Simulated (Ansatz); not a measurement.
# TiCl+ (septet): from Hartree-Fock to the top rungs, def2-SVP

How much of the correlation energy of TiCl+ (septet) does each wave-function method recover here?

The runs use Ansatz 0.2.0, Gaussian basis; def2-SVP, core rule «outside noble gas», up to 14 orbitals frozen.

To be run: UHF; CCSD(T) on ROHF; CCSD(T) on UHF; CISD; CCSDT(Q) on ROHF; CCSDT(Q) on UHF; CCSDTQ on ROHF.

11 further runs of the same task are left out: 8 for a known fault of the program, 3 set aside as unsound or not needed.

### 1 The geometry

The geometry is a PBE0/def2-TZVP stationary point (not a proven minimum) of the parent state, kept for this charge and spin.

2 atoms, charge 1, spin multiplicity 7.

Atoms are counted from 1 here; the program's logs count them from 0.

Bond lengths: Ti1–Cl2 2.611 Å.

### 2 UHF

Input file in.yaml:

```yaml
crystal:
  periodic: [false, false, false]
  atoms:
    - {symbol: Ti, position_ang: [0.000000, 0.000000, 0.000000]}
    - {symbol: Cl, position_ang: [0.000000, 0.000000, 2.611200]}
basis:
  gaussian: {orbitals: def2-SVP}
total_charge: 1
magnetization: {spin_polarized: true, initial_magnetization: 6}
hamiltonian: {xc: hf}
output: {orbitals: {seedname: orbitals}}
```

On the command line:

```console
$ ansatz run in.yaml --threads 1 --pin off --events-out ev --progress --plain --max-ram 3968MiB --backend cpu
```

After this run come: CCSD(T) on ROHF; CCSD(T) on UHF; CISD; CCSDT(Q) on ROHF; CCSDT(Q) on UHF; CCSDTQ on ROHF.

**Question.** What will the summary of the whole plan be? Wanted: RCCSDTQ below the RHF energy; RMP2 from RCCSDTQ; UMP2 from RCCSDTQ; RCCSD from RCCSDTQ; RCCSD(T) from RCCSDTQ; UCCSD(T) from RCCSDTQ; RCCSDT(Q) from RCCSDTQ; UCCSDT(Q) from RCCSDTQ; T1 diagnostic.

The runs gave:

| quantity | value |
| --- | --- |
| RCCSDTQ below the RHF energy | -4.0612 eV |
| RMP2 from RCCSDTQ | +764.0 meV |
| UMP2 from RCCSDTQ | +717.7 meV |
| RCCSD from RCCSDTQ | +74.2 meV |
| RCCSD(T) from RCCSDTQ | +23.5 meV |
| UCCSD(T) from RCCSDTQ | -48.5 meV |
| RCCSDT(Q) from RCCSDTQ | +1.2 meV |
| UCCSDT(Q) from RCCSDTQ | -69.4 meV |
| levels within 1 kcal/mol (43 meV) | UCCSD, RCCSD(T), RCCSDT, RCCSDT(Q) |
| T1 diagnostic | 0.018 |

In words: RCCSD(T) lands +23.5 meV from the yardstick (0.6 % of the correlation energy). CCSD(T) misses by +23.5 meV on the restricted determinant and by -48.5 meV on the unrestricted one; the two need not hold the same state or core. These misses are within one basis, not against nature; the frozen cores of restricted and unrestricted runs differ, which can shift their rows.
